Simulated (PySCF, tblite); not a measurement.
# C22H14: electronic excitations, NMR shifts, part 2 of 2

tblite 0.8.0 and PySCF 2.14.0. Atoms count from 0.

## 5. NMR shifts: GIAO OPBE/pcSseg-1

Job settings and geometry (Å):

```
{"job": {"kind": "nmr", "basis": "pcSseg-1", "pop": false, "xc": "OPBE"}, "charge": 0, "multiplicity": 1}
C     -1.599185     2.371943     1.078741
C     -2.298933     1.297232     1.423347
C     -2.745457     0.263985     0.473846
C     -4.115107     0.080061     0.304936
C     -4.603952    -0.865271    -0.576125
C     -3.722015    -1.658787    -1.290706
C     -2.360263    -1.500556    -1.114091
C     -1.857748    -0.537596    -0.243971
C     -0.391549    -0.478906    -0.036690
C      0.209799    -1.658777     0.466546
C      1.568292    -1.702119     0.635154
C      2.309298    -0.555911     0.275883
C      3.683949    -0.776013     0.514618
C      4.557507     0.242248     0.225870
C      4.033021     1.444340    -0.289577
C      2.692180     1.643038    -0.518195
C      1.763099     0.613901    -0.235844
C      0.345051     0.639536    -0.389234
C     -0.273401     1.853431    -0.941328
C     -1.112871     2.637887    -0.274454
C      3.780420    -2.128797     1.045227
C      2.542777    -2.670441     1.114537
H     -1.399784     3.148593     1.808091
H     -2.674638     1.198058     2.434166
H     -4.798663     0.695581     0.873155
H     -5.670231    -0.985410    -0.701085
H     -4.095432    -2.407929    -1.973366
H     -1.667416    -2.128537    -1.657522
H     -0.425844    -2.499042     0.709172
H      5.622665     0.147825     0.384077
H      4.724217     2.245833    -0.510795
H      2.348101     2.589935    -0.908085
H      0.077196     2.148923    -1.922997
H     -1.447616     3.570528    -0.713707
H      4.702717    -2.602314     1.330432
H      2.293466    -3.654718     1.466958
```

With the program's defaults for keys left out, this is: GIAO OPBE/pcSseg-1 NMR shielding, non-relativistic, gas phase.

What it wrote:

```text
start: PBE on a coarse grid of 30588 points
cycle   1  E = -845.1900065924  dE =  3.788e+00  |g| = 8.004e-01  |ddm| = 7.118e+00
cycle   2  E = -845.0473137824  dE =  1.427e-01  |g| = 1.083e+00  |ddm| = 2.715e+00
cycle   3  E = -845.3465665868  dE = -2.993e-01  |g| = 3.280e-01  |ddm| = 1.953e+00
cycle   4  E = -845.3736026304  dE = -2.704e-02  |g| = 1.152e-01  |ddm| = 4.875e-01
cycle   5  E = -845.3769094852  dE = -3.307e-03  |g| = 5.059e-02  |ddm| = 2.260e-01
cycle   6  E = -845.3775689420  dE = -6.595e-04  |g| = 1.735e-02  |ddm| = 7.326e-02
cycle   7  E = -845.3776366143  dE = -6.767e-05  |g| = 7.582e-03  |ddm| = 2.838e-02
final grid: 285559 points
cycle   8  E = -846.2569201203  dE = -2.725e-02  |g| = 3.772e-02  |ddm| = 1.237e+00
cycle   9  E = -846.2562068005  dE =  7.133e-04  |g| = 5.944e-02  |ddm| = 1.601e-01
cycle  10  E = -846.2570661314  dE = -8.593e-04  |g| = 2.716e-02  |ddm| = 1.019e-01
cycle  11  E = -846.2572643579  dE = -1.982e-04  |g| = 9.262e-03  |ddm| = 3.578e-02
cycle  12  E = -846.2572886669  dE = -2.431e-05  |g| = 2.719e-03  |ddm| = 1.395e-02
cycle  13  E = -846.2572909434  dE = -2.276e-06  |g| = 1.189e-03  |ddm| = 4.724e-03
cycle  14  E = -846.2572901581  dE =  7.853e-07  |g| = 4.156e-04  |ddm| = 1.821e-03
cycle  15  E = -846.2572911999  dE = -1.042e-06  |g| = 2.711e-04  |ddm| = 8.351e-04
cycle  16  E = -846.2572904029  dE =  7.970e-07  |g| = 7.823e-05  |ddm| = 4.329e-04
converged SCF energy = -846.2572904029

GIAO shielding tensors (ppm)
atom      isotropic    diamagn.    paramagn.     s11        s22        s33       span
  0 C       54.142     254.113    -199.971    -44.164     59.060    147.531    191.695
  1 C       51.969     249.863    -197.894    -47.332     58.014    145.226    192.559
  2 C       50.890     253.064    -202.174    -38.557     29.389    161.839    200.396
  3 C       61.864     240.881    -179.017    -31.244     47.636    169.200    200.444
  4 C       63.187     250.741    -187.554    -38.667     50.622    177.606    216.273
  5 C       62.563     251.091    -188.529    -39.293     50.000    176.981    216.274
  6 C       59.462     244.651    -185.189    -35.525     48.665    165.246    200.770
  7 C       45.605     253.959    -208.354    -38.545     15.993    159.368    197.913
  8 C       47.546     257.293    -209.747    -31.517     20.967    153.187    184.704
  9 C       61.447     245.188    -183.740    -15.579     42.808    157.113    172.693
 10 C       51.086     250.249    -199.163    -24.833     23.180    154.912    179.745
 11 C       63.101     256.602    -193.501     -1.264     13.759    176.809    178.072
 12 C       50.281     257.253    -206.972    -25.857     21.631    155.069    180.927
 13 C       64.632     245.320    -180.689    -18.007     39.934    171.968    189.975
 14 C       62.099     252.316    -190.217    -35.665     50.989    170.972    206.636
 15 C       64.319     245.531    -181.212    -29.306     46.854    175.408    204.714
 16 C       65.749     244.960    -179.211     -0.906      7.825    190.329    191.235
 17 C       52.624     255.502    -202.878    -22.645     25.591    154.925    177.571
 18 C       54.212     252.744    -198.533    -44.689     59.538    147.786    192.475
 19 C       52.525     253.550    -201.025    -44.927     55.125    147.378    192.305
 20 C       59.166     248.347    -189.181    -27.245     64.432    140.311    167.556
 21 C       59.873     244.459    -184.586    -26.988     65.018    141.590    168.578
 22 H       25.170      30.505      -5.335     22.104     26.258     27.149      5.045
 23 H       24.616      31.543      -6.928     22.085     25.125     26.636      4.551
 24 H       24.336      30.693      -6.357     20.786     23.703     28.518      7.731
 25 H       24.032      27.392      -3.360     20.982     24.909     26.204      5.223
 26 H       24.036      29.338      -5.302     20.942     24.371     26.795      5.853
 27 H       24.258      33.876      -9.618     20.384     22.080     30.311      9.926
 28 H       24.196      35.629     -11.434     19.424     22.911     30.251     10.827
 29 H       23.839      31.315      -7.476     19.669     25.074     26.773      7.104
 30 H       23.904      28.750      -4.847     19.693     24.832     27.187      7.494
 31 H       23.626      34.328     -10.701     18.296     23.158     29.425     11.129
 32 H       24.143      32.933      -8.789     20.895     25.200     26.335      5.440
 33 H       25.012      30.266      -5.254     21.954     25.982     27.100      5.147
 34 H       24.614      32.020      -7.406     22.330     24.797     26.714      4.384
 35 H       24.659      31.731      -7.073     22.325     24.761     26.889      4.564
```

It took 52 s on 1 thread of Arm Neoverse V2, shared host; peak memory 0.69 GiB.

Shifts follow as δ = σ(reference) − σ, with reference shieldings (ppm) from runs at the same level and on the same kind of geometry: ¹H TMS 31.67, ¹³C TMS 187.5. The references are single molecules in the gas phase.

| atoms | environment | σ (ppm) | δ (ppm) |
| --- | --- | --- | --- |
| C7 | substituted aromatic carbon | 45.6 | 141.9 |
| C8 | substituted aromatic carbon | 47.5 | 140.0 |
| C12 | substituted aromatic carbon | 50.3 | 137.2 |
| C2 | substituted aromatic carbon | 50.9 | 136.6 |
| C10 | substituted aromatic carbon | 51.1 | 136.4 |
| C1 | alkene CH | 52.0 | 135.5 |
| C19 | alkene CH | 52.5 | 135.0 |
| C17 | substituted aromatic carbon | 52.6 | 134.9 |
| C0 | alkene CH | 54.1 | 133.4 |
| C18 | alkene CH | 54.2 | 133.3 |
| C20 | alkene CH | 59.2 | 128.3 |
| C6 | aromatic CH | 59.5 | 128.0 |
| C21 | alkene CH | 59.9 | 127.6 |
| C9 | aromatic CH | 61.4 | 126.1 |
| C3 | aromatic CH | 61.9 | 125.6 |
| C14 | aromatic CH | 62.1 | 125.4 |
| C5 | aromatic CH | 62.6 | 124.9 |
| C11 | ring-fusion aromatic carbon | 63.1 | 124.4 |
| C4 | aromatic CH | 63.2 | 124.3 |
| C15 | aromatic CH | 64.3 | 123.2 |
| C13 | aromatic CH | 64.6 | 122.9 |
| C16 | ring-fusion aromatic carbon | 65.7 | 121.8 |
| H31 | hydrogen on an aromatic CH | 23.63 | 8.05 |
| H29 | hydrogen on an aromatic CH | 23.84 | 7.83 |
| H30 | hydrogen on an aromatic CH | 23.90 | 7.77 |
| H25 | hydrogen on an aromatic CH | 24.03 | 7.64 |
| H26 | hydrogen on an aromatic CH | 24.04 | 7.64 |
| H32 | hydrogen on an alkene CH | 24.14 | 7.53 |
| H28 | hydrogen on an aromatic CH | 24.20 | 7.48 |
| H27 | hydrogen on an aromatic CH | 24.26 | 7.41 |
| H24 | hydrogen on an aromatic CH | 24.34 | 7.34 |
| H34 | hydrogen on an alkene CH | 24.61 | 7.06 |
| H23 | hydrogen on an alkene CH | 24.62 | 7.06 |
| H35 | hydrogen on an alkene CH | 24.66 | 7.01 |
| H33 | hydrogen on an alkene CH | 25.01 | 6.66 |
| H22 | hydrogen on an alkene CH | 25.17 | 6.50 |

Ring of atoms C0, C1, C2, C7, C8, C17, C18, C19: NICS(0) 2.1, NICS(1) -2.9, NICS(1)zz 6.9 ppm (means of both faces).

Ring of atoms C2, C3, C4, C5, C6, C7: NICS(0) -7.8, NICS(1) -10.1, NICS(1)zz -26.6 ppm (means of both faces).

Ring of atoms C8, C9, C10, C11, C16, C17: NICS(0) -5.4, NICS(1) -8.3, NICS(1)zz -19.3 ppm (means of both faces).

## 6. Results

What follows sums up all 2 parts.

```
                                 quantity                                                                                                          value
strongest single infrared mode (GFN2-xTB)                                                                                           3090 cm⁻¹, 84 km/mol
             zero-point energy (GFN2-xTB)                                                                                                 173.6 kcal/mol
           lowest singlet (PBE0/def2-SVP)                                                                                    3.04 eV (408 nm), f = 0.011
 brightest single state of those computed                                                                                    state 4, 4.08 eV, f = 0.149
                           lowest triplet                                                                                                        2.28 eV
        vertical electron affinity (ΔSCF)                                                                                                        0.73 eV
   ¹³C shifts against TMS (OPBE/pcSseg-1)  141.9, 140.0, 137.2, 136.6, 136.4, 135.5, 135.0, 134.9, 133.4, 133.3, 128.3, 128.0, 127.6, 126.1 ppm and more
    ¹H shifts against TMS (OPBE/pcSseg-1)                         8.05, 7.83, 7.77, 7.64, 7.64, 7.53, 7.48, 7.41, 7.34, 7.06, 7.06, 7.01, 6.66, 6.50 ppm
```

What this shows: All 102 modes are real, so the xTB geometry is a minimum. The strongest single mode, at 3090 cm⁻¹, moves mainly H26 and H25. Unscaled tight-binding wavenumbers are off by several per cent, some by more. Its intensities can rank the bands wrongly. The first singlet state (HOMO→LUMO 0.92) lies at 3.04 eV and is weak; of the 8 states computed, the strongest absorption comes from state 4 at 4.08 eV (the last state computed is bright too, and its partners may lie past the list). State 1 absorbs in the visible (408 nm). The lowest triplet lies 0.76 eV below the lowest singlet (triplets in Tamm-Dancoff, singlets in full TDDFT). NICS(1)zz of -27 ppm above the planar ring from C2 marks a diatropic (aromatic) ring current. NICS(1)zz of -19 ppm above the planar ring from C8 marks a diatropic (aromatic) ring current.
